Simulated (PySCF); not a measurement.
**BHBr (SMILES [BH]Br): USVWN5/STO-3G**

Aim: the energy change on altering one bond length of BHBr at USVWN5/STO-3G, from 2 runs. The job is set up through a Python script.

The results are computed with PySCF 2.14.0.

14 further runs of the same task are left out: 4 that didn't finish, 10 set aside as unsound or not needed.

**1. The system as given**

BHBr has 3 atoms, charge 0, and is taken as a doublet. As SMILES, `[BH]Br`. The coordinates come from a PBE0-D4/def2-TZVP relaxation.

Bond lengths: B1–Br2 1.868 Å, B1–H3 1.193 Å. Angles: Br2–B1–H3 123.6°.

**2. The energy at USVWN5/STO-3G**

Contents of job.py:

```python
from pyscf import gto, dft

molecule = gto.M(
    atom='''
B   -0.094500  -0.523000  -0.115700
Br   1.181000   0.563200   0.709800
H   -1.097400  -0.105000  -0.607300
''',
    charge=0,
    spin=1,
    max_memory=1860,
    verbose=3,
    basis='sto-3g',
)

myscf = dft.UKS(molecule, xc='svwn')
myscf.conv_tol = 1e-10
myscf.grids.level = 5
myscf.kernel()
if not myscf.converged:
    myscf = myscf.newton().run(myscf.mo_coeff, myscf.mo_occ)

e_final = myscf.e_tot
print('E = %.10f Eh' % e_final)
```

Started as:

```bash
OMP_NUM_THREADS=1 python job.py
```

The log of the run:

```text
converged SCF energy = -2567.00075370473  <S^2> = 0.75408902  2S+1 = 2.0040848
E = -2567.0007537047 Eh
```

Wall time 3.6 s (1 thread of Arm Neoverse N1, shared host); peak memory 0.14 GiB.

**3. The distorted shape, same level**

Contents of calc.py:

```python
from pyscf import gto, dft

system = gto.M(
    atom='''
B     -1.383750    -2.014635    -0.998626
Br     2.231767     1.064294     1.341328
H     -3.278956    -1.224730    -1.927615
''',
    basis='sto-3g',
    max_memory=1860,
    unit='bohr',
    verbose=3,
    spin=1,
)

myscf = dft.UKS(system, xc='svwn')
myscf.grids.level = 5
myscf.conv_tol = 1e-10
myscf.kernel()
if not myscf.converged:
    myscf = myscf.newton().run(myscf.mo_coeff, myscf.mo_occ)

energy = myscf.e_tot
print('E(%s) = %.9f' % ('SVWN5', energy))
```

Started as:

```bash
OMP_NUM_THREADS=1 python calc.py
```

The log of the run:

```text
converged SCF energy = -2566.85304884552  <S^2> = 0.7734875  2S+1 = 2.0233512
E(SVWN5) = -2566.853048846
```

It took 4.8 s on 1 thread of Arm Neoverse N1, shared host; peak memory 0.14 GiB.

**4. Outcome**

At USVWN5/STO-3G:

```
                                                          quantity           value
                                         first shape: total energy  -2567.00075 Eh
                                        first shape: dipole moment          0.20 D
                   first shape: HOMO energy (highest over α and β)        -1.55 eV
                    first shape: LUMO energy (lowest over α and β)        -0.06 eV
                                                 first shape: ⟨S²⟩           0.754
                                     distorted shape: total energy  -2566.85305 Eh
                                    distorted shape: dipole moment          2.76 D
               distorted shape: HOMO energy (highest over α and β)        -2.85 eV
                distorted shape: LUMO energy (lowest over α and β)        -1.75 eV
                                             distorted shape: ⟨S²⟩           0.773
energy change with the B1–Br2 bond stretched from 1.868 to 2.801 Å        4.019 eV
```

What this shows: With the B1–Br2 bond stretched from 1.868 to 2.801 Å the energy rises by 4.02 eV (388 kJ/mol). The first shape isn't relaxed at this level, so the change isn't measured from a minimum. The minimal basis adds a large error of its own. Mulliken charges (distorted shape) run from -0.17 on Br2 to +0.17 on B1; they depend strongly on the basis.
